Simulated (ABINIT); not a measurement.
Crystal: GeCN2.

```
CELL_PARAMETERS angstrom
1.79379 1.03565 4.92196
-1.79379 1.03565 4.92196
0.00000 -2.07129 4.92196
ATOMIC_POSITIONS crystal
Ge 0.00000 0.00000 0.00000
N 0.58390 0.58390 0.58390
N 0.41610 0.41610 0.41610
C 0.50000 0.50000 0.50000
```

The cell comes from a database or a generator and needn't be the stable form of this composition.

| Quantity | Value |
| --- | --- |
| Program | ABINIT 10.8.3 (patched build) |
| Task | single point |
| Functional | PBEsol |
| Potentials or basis | PseudoDojo NC SR PBEsol v0.4.1 standard |
| Cutoff | 1143 eV |
| k mesh | 9 × 9 × 9 |
| Occupations | fermi-dirac, width 0.05 eV |
| Spin | no spin polarisation |

On this cell: pressure -2.9 GPa; largest force 0.193 eV/Å; band gap on the k mesh 1.01 eV, indirect (least direct gap 1.83 eV).

The same run follows on a disturbed copy (atoms moved at random, drawn with an rms of 0.05 Å):

```xyz
4
Lattice="1.7938 1.0356 4.9220 -1.7938 1.0356 4.9220 0.0000 -2.0713 4.9220" Properties=species:S:1:pos:R:3 pbc="T T T"
Ge    0.0111    0.0345    0.0193
N    -0.0263   -0.0110    8.5986
N     0.0123   -0.0697    6.2020
C    -0.0371    0.0340    7.3699
```

What does the disturbed cell give?

The energy moves by +61.6 meV/atom; pressure 4.5 GPa; largest force 5.853 eV/Å; band gap on the k mesh 1.10 eV, indirect (least direct gap 1.84 eV).

Forces in eV/Å, atoms in the order of the input:
```
Ge   0.041  0.029 -0.489
N   -0.150  0.340  1.944
N   -0.013  0.094 -5.853
C    0.121 -0.463  4.398
```

Stress tensor (GPa, compression positive):
```
-4.01  0.11 -0.92
 0.11 -3.44  1.93
-0.92  1.93 21.02
```

Caveats: an odd mesh through Γ misses points on the zone boundary, where band edges often lie.
